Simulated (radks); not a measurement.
# Valence configurations of Ir

An exercise on one series of results from a longer session: the logs are not shown, and one member is left open.

The numbers are computed with radks (a radial shooting solver on a logarithmic mesh, Libxc functionals) version 1 (scalar-relativistic Kohn-Sham, PBE, spin-polarised, spherical densities, finite nucleus; open shells are filled with parallel spins first), except any that are marked as measured or tabulated.

**The system**

- element: iridium (Z = 77)
- charge: 0
- electrons: 77
- configuration: [Xe] 4f14 5d7 6s2
- nuclear rms radius: 5.4032 fm
- others tried: 4f14 5d7 6s1.5 6p0.5; 4f14 5d7 6s1 6p1; 4f13.5 5d7 6s2 6p0.5; 4f14 5d6 6s2 6p1; 4f13 5d8 6s2; 4f14 5d8 6s1; 4f14 5d7.5 6s1 6p0.5; 4f14 5d6.5 6s2 6p0.5; 4f14 5d7.5 6s1.5

The outer shells:

Ir
```
[Xe] core
4f [↑↓][↑↓][↑↓][↑↓][↑↓][↑↓][↑↓]
5d [↑↓][↑↓][↑ ][↑ ][↑ ]
6s [↑↓]
```

The first run:

Input:

```text
Z 77
configuration [Xe] 4f14 5d7 6s2
relativity scalar-relativistic
functional pbe,pbe
spin polarised
nucleus finite rms 5.4032 fm
c 137.035999084
```

Among the steps run: [Xe] 4f14 5d7 6s2.

One of the session's tables, all rows but one given; the rest of the session is left out.

It belongs to the step «[Xe] 4f14 5d7 6s2». From the orbitals of this run (lengths in bohr):

```
  level     <r>  outermost maximum (interpolated)  90 % within  nodes
  4f up  0.5360                             0.395        0.871      0
4f down       ?                                 ?            ?      ?
  5p up   1.136                              1.00         1.65      3
5p down   1.132                              1.00         1.65      3
  5d up   1.701                              1.30         2.68      2
  6s up   2.849                              2.37         4.25      5
5d down   1.751                              1.30         2.80      2
6s down   2.976                              2.44         4.48      5
```

Q: Estimate the row for 4f down from the others.

The run gave: <r>: 0.5344; outermost maximum (interpolated): 0.395; 90 % within: 0.867; nodes: 0. In the column «<r>» it is the lowest.
